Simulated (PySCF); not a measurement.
# How the numerical set-up moves the result for PtBr2 (triplet)

The method stays; parts of the set-up, such as the basis or the Hamiltonian, are changed.

The runs use PySCF 2.14.0; method and basis as typed in the scripts.

2 further runs of the same task are left out: 2 that didn't finish.

### Step 1. The system as given

PtBr2 (triplet): 3 atoms, charge 0, spin multiplicity 3.

Bond lengths: Pt1–Br2 2.327 Å, Pt1–Br3 2.327 Å. Angles: Br2–Pt1–Br3 180.0°.

Coordinates:

```xyz
3
Br2Pt
Pt    0.0000    0.0000    0.0000
Br    0.0000    0.0000    2.3270
Br    0.0000    0.0000   -2.3270
```

### Step 2. Base script

input.py

```python
from pyscf import gto, scf, mp

mol = gto.M(
    atom='Pt 0 0 0; Br 0 0 2.327; Br 0 0 -2.327',
    basis='sbkjc',
    ecp={'Pt': 'sbkjc', 'Br': 'sbkjc'},
    charge=0,
    spin=2,
    verbose=4,
)
mf = scf.UHF(mol)
mf = mf.newton()
mf.kernel()
mp.MP2(mf).kernel()
mf.dip_moment()
print('orbital energies (hartree):', [e[max(0, n-3):n+3].round(4) for e, n in zip(mf.mo_energy, mol.nelec)])
```

Run with:

```console
$ OMP_NUM_THREADS=1 python input.py
```

### Step 3. Lanl2dz

Run 1 changes basis set: sbkjc → lanl2dz. The core potential changes with it: totals don't compare.

Changes to input.py since step 2:

```diff
@@ -4,4 +4,4 @@
     atom='Pt 0 0 0; Br 0 0 2.327; Br 0 0 -2.327',
-    basis='sbkjc',
-    ecp={'Pt': 'sbkjc', 'Br': 'sbkjc'},
+    basis='lanl2dz',
+    ecp={'Pt': 'lanl2dz', 'Br': 'lanl2dz'},
     charge=0,
```

### Step 4. Def2-svp

Run 2 changes basis set: sbkjc → def2-svp. The core potential changes with it: totals don't compare.

Changes to input.py since step 2:

```diff
@@ -4,4 +4,4 @@
     atom='Pt 0 0 0; Br 0 0 2.327; Br 0 0 -2.327',
-    basis='sbkjc',
-    ecp={'Pt': 'sbkjc', 'Br': 'sbkjc'},
+    basis='def2-svp',
+    ecp={'Pt': 'def2-svp'},
     charge=0,
```

### Step 5. Cartesian functions on

Run 3 changes Cartesian functions: off → on.

Changes to input.py since step 2:

```diff
@@ -8,2 +8,3 @@
     spin=2,
+    cart=True,
     verbose=4,
```

**Question.** What will these runs give? Wanted: for each run, E(SCF); from base; gap, α spin; SCF dipole; after the SCF.

**Answer**, as computed:

```
                   run  E(SCF) (hartree)  from base (eV)    cycles  gap, α spin (eV)  SCF dipole (D)  functions               after the SCF
                  base       -143.159160               0  45 macro             -9.35            0.00         47  MP2 correlation -17.944 eV
               lanl2dz       -143.895867  not comparable  10 macro              3.05            5.56         38   MP2 correlation -3.276 eV
              def2-svp      -5262.674732  not comparable   4 macro             13.46            0.00         96  MP2 correlation -23.067 eV
Cartesian functions on       -145.190867        -55.2856  10 macro             12.75            0.00         50   MP2 correlation -5.640 eV
```

Total energies from different bases, Hamiltonians or methods carry different errors, so properties are taken as differences within one set-up.
